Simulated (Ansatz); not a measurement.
# HfB3N: the cost of one run

Program: Ansatz 0.2.0. Level of theory: DFT PBE, scalar-relativistic, plane waves, PAW. These are calculated values, not measurements.

1 further run of the same task is left out (set aside as unsound or not needed).

## (1) The system as given

It takes space group Pm-3m (No. 221, cubic). The conventional cell has a = 4.460 Å, b = 4.460 Å, c = 4.460 Å, α = 90.00°, β = 90.00°, γ = 90.00°. Around Hf (site symmetry m-3m) lie 6 B at 2.23 Å. B (site symmetry 4/mmm) has 2 Hf at 2.23 Å as nearest neighbours. N (site symmetry m-3m) is surrounded by 12 B at 3.15 Å.

As a file:

```cif
data_structure
_symmetry_space_group_name_H-M 'Pm-3m'
_symmetry_Int_Tables_number 221
_cell_length_a 4.4602
_cell_length_b 4.4602
_cell_length_c 4.4602
_cell_angle_alpha 90.000
_cell_angle_beta 90.000
_cell_angle_gamma 90.000
_cell_volume 88.73
loop_
_atom_site_label
_atom_site_type_symbol
_atom_site_symmetry_multiplicity
_atom_site_Wyckoff_symbol
_atom_site_fract_x
_atom_site_fract_y
_atom_site_fract_z
_atom_site_occupancy
Hf1 Hf 1 a 0.00000 0.00000 0.00000 1
B1 B 3 d 0.00000 0.00000 0.50000 1
N1 N 1 b 0.50000 0.50000 0.50000 1
```

It is the end of an earlier relaxation with the same method, from a database cell with other species swapped in; it needn't be the stable form of this composition. At a tolerance of 0.05 Å it has space group Pm-3m (No. 221); it has 17.75 Å³/atom, an uncorrected energy of +3.06 eV/atom over the elements.

## (2) Static run: bands, density of states and charges

Input file input.yaml:

```yaml
crystal:
  lattice:
    - [4.4601543396, 0.0, 0.0]
    - [0.0, 4.4601543396, 0.0]
    - [0.0, 0.0, 4.4601543396]
  atoms:
    - { symbol: Hf, position: [0.0, 0.0, 0.0] }
    - { symbol: B, position: [0.0, 0.0, 0.5] }
    - { symbol: B, position: [0.5, 0.0, 0.0] }
    - { symbol: B, position: [0.0, 0.5, 0.0] }
    - { symbol: "N", position: [0.5, 0.5, 0.5] }
basis:
  ecutwfc: 420
kpoints:
  mp_grid: { grid: [8, 8, 8] }
  band_path:
    path:
      - [[0.0, 0.0, 0.0], [0.0, 0.5, 0.0], [0.5, 0.5, 0.0], [0.0, 0.0, 0.0], [0.5, 0.5, 0.5], [0.0, 0.5, 0.0]]
      - [[0.5, 0.5, 0.5], [0.5, 0.5, 0.0]]
    npoints: 14
hamiltonian:
  xc: pbe
scf:
  occupations: { method: gaussian, width: 0.1 }
  n_extra_bands: 12
output:
  forces: true
  stress: true
  eigenvalues: true
  populations: true
  dos: { projected: true, de: 0.02, nscf_kmesh: { grid: [10, 10, 10] } }
  bader: true
  write_density: true
  write_potential: true
  elf: true
  volumetric_format: npy
```

Run with:

```
> ansatz run input.yaml --threads 1 --pin off --max-ram 2560MiB --backend cpu --events-out ev --progress --plain --runs-dir out
```

**Question.** How long does this run take on 1 thread of Arm Neoverse N1, shared host, and how much memory does it need?

About 1.9 min, with a peak of 0.41 GiB.
